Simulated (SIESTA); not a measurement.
The system is In3SbTe2.

```
Te Sb In
1.0
    -2.23687    3.12602    6.51279
     2.23687   -3.12602    6.51279
     2.23687    3.12602   -6.51279
Te Sb In
2 1 3
Direct
  0.82873 0.32873 0.50000
  0.17127 0.67127 0.50000
  0.50000 0.00000 0.50000
  0.33904 0.33904 0.00000
  0.66096 0.66096 0.00000
  0.00000 0.00000 0.00000
```

The cell comes from a database or a generator and needn't be the stable form of this composition.

Base run:

- Program: SIESTA 5.4.2
- Functional: PBEsol
- Potentials or basis: PseudoDojo 0.4 standard (PBEsol files)
- Basis: DZP (energy shift 0.003 Ry; two zetas on semicore shells)
- Grid cutoff: 500 Ry
- Energy shift: 0.003 Ry
- k mesh: 7 × 7 × 7
- Occupations: fermi-dirac, width 0.05 eV
- Spin: no spin polarisation

Its results: band gap on the k mesh none (metal or under the smearing width); pressure -2.2 GPa; largest force 0.140 eV/Å.

Problem. The run is repeated on the same cell with these changes: functional from PBEsol to PBE; potentials or basis from PseudoDojo 0.4 standard (PBEsol files) to PseudoDojo 0.4 standard (PBE files). What comes out?

Solution. Band gap on the k mesh none (metal or under the smearing width); pressure 0.4 GPa; largest force 0.145 eV/Å.

Caveats: the basis of atomic orbitals isn't converged, which shifts pressures, moduli and gaps.

Not every run made on this cell is shown here.
